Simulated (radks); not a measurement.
# O⁺ in [He] 2s2 2p3: an all-electron calculation

The task here is to estimate one member of a computed series from the others.

The numbers are computed with radks (a radial shooting solver on a logarithmic mesh, Libxc functionals) version 1 (non-relativistic Kohn-Sham, exchange-only r2SCAN, spin-polarised, spherical densities, point nucleus; open shells are filled with parallel spins first), except any that are marked as measured or tabulated.

### The atom as given

| Property | Result |
| --- | --- |
| element | oxygen (Z = 8) |
| charge | +1 |
| electrons | 7 |
| configuration | [He] 2s2 2p3 |

The outer shells:

O⁺
```
[He] core
2s [↑↓]
2p [↑ ][↑ ][↑ ]
```

Set-up of the first run:

Input:

```text
Z 8
configuration [He] 2s2 2p3 3s0 3p0
relativity non-relativistic
functional r2scan,
spin polarised
nucleus point
```

On the command line:

```console
> python run_ks.py task.json out
```

This one command runs every case of the session in turn.

One of the session's tables, all rows but one given; the rest of the session is left out.

It belongs to the step «Radial structure». Radial moments (bohr):

| level | <r> | outermost maximum (interpolated) | 90 % within |
| --- | --- | --- | --- |
| 1s up | 0.1999 | 0.129 | 0.358 |
| 1s down | 0.1985 | 0.129 | 0.355 |
| 2s up | ? | ? | ? |
| 2s down | 1.131 | 0.878 | 1.81 |
| 2p up | 1.078 | 0.776 | 1.82 |
| 2p down | 1.205 | 0.843 | 2.06 |

Q: Estimate the row for 2s up from the others.

The run gave: <r>: 1.068; outermost maximum (interpolated): 0.847; 90 % within: 1.69. In the column «<r>» it lies between 1s up (0.1999) and 2p up (1.078).

To keep in mind: Open shells are spherical and high-spin; term and fine-structure splittings are not resolved.
